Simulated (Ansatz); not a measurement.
# Cl3H3OSi: the cost of one run

Program: Ansatz 0.2.0. Level of theory: UKS revPBE/6-31G. These are calculated values, not measurements.

### 1 The structure to begin with

Bond lengths: Si1–Cl2 2.493 Å, Si1–Cl3 2.006 Å, Si1–Cl4 2.046 Å, Si1–H5 1.440 Å, Si1–O7 2.066 Å, O7–H8 0.958 Å. Angles: Cl2–Si1–Cl3 87.4°, Cl2–Si1–Cl4 160.1°, Cl2–Si1–H5 85.2°, Cl2–Si1–O7 72.8°, Cl3–Si1–Cl4 100.7°, Cl3–Si1–H5 126.9°, Cl3–Si1–O7 123.9°, Cl4–Si1–H5 103.7°, Cl4–Si1–O7 87.7°, H5–Si1–O7 103.6°, Si1–O7–H8 116.1°.

Coordinates:

```xyz
8

Si   -0.2390    0.1463   -0.7490
Cl    2.1134   -0.3863   -0.1190
Cl   -0.2667   -1.5896   -1.7545
Cl   -2.2442    0.5106   -0.5653
H     0.2963    1.4025   -1.2070
H     1.1136   -0.0512    1.2800
O    -0.1108    0.2861    1.3082
H    -0.6624   -0.3184    1.8068
```

### 2 A restrained relaxation towards end A

Springs on the bonds that form and break draw the guess towards this end; the thresholds are loose.

File input.yaml:

```yaml
crystal:
  periodic: [false, false, false]
  atoms:
    - { symbol: Si, position_ang: [-0.239, 0.1463, -0.749] }
    - { symbol: Cl, position_ang: [2.1134, -0.3863, -0.119] }
    - { symbol: Cl, position_ang: [-0.2667, -1.5896, -1.7545] }
    - { symbol: Cl, position_ang: [-2.2442, 0.5106, -0.5653] }
    - { symbol: H, position_ang: [0.2963, 1.4025, -1.207] }
    - { symbol: H, position_ang: [1.1136, -0.0512, 1.28] }
    - { symbol: O, position_ang: [-0.1108, 0.2861, 1.3082] }
    - { symbol: H, position_ang: [-0.6624, -0.3184, 1.8068] }
magnetization:
  spin_polarized: true
basis:
  gaussian: { orbitals: "6-31G" }
hamiltonian:
  xc: revpbe
relax:
  f_tol: 0.15
  max_steps: 25
  restrain:
    - { distance: [0, 6], at: 3.07, k: 30.0 }
    - { distance: [5, 1], at: 2.63, k: 30.0 }
    - { distance: [0, 1], at: 2.13, k: 30.0 }
    - { distance: [5, 6], at: 0.97, k: 30.0 }
```

Launch:

```bash
$ ansatz run input.yaml --threads 2 --pin off --max-ram 3072MiB --backend cpu --events-out ev --progress --plain --runs-dir out
```

What time and memory should one allow on 2 threads of Intel Xeon Platinum 8488C (Sapphire Rapids), shared host?

About 46 s, with a peak of 0.2 GiB.
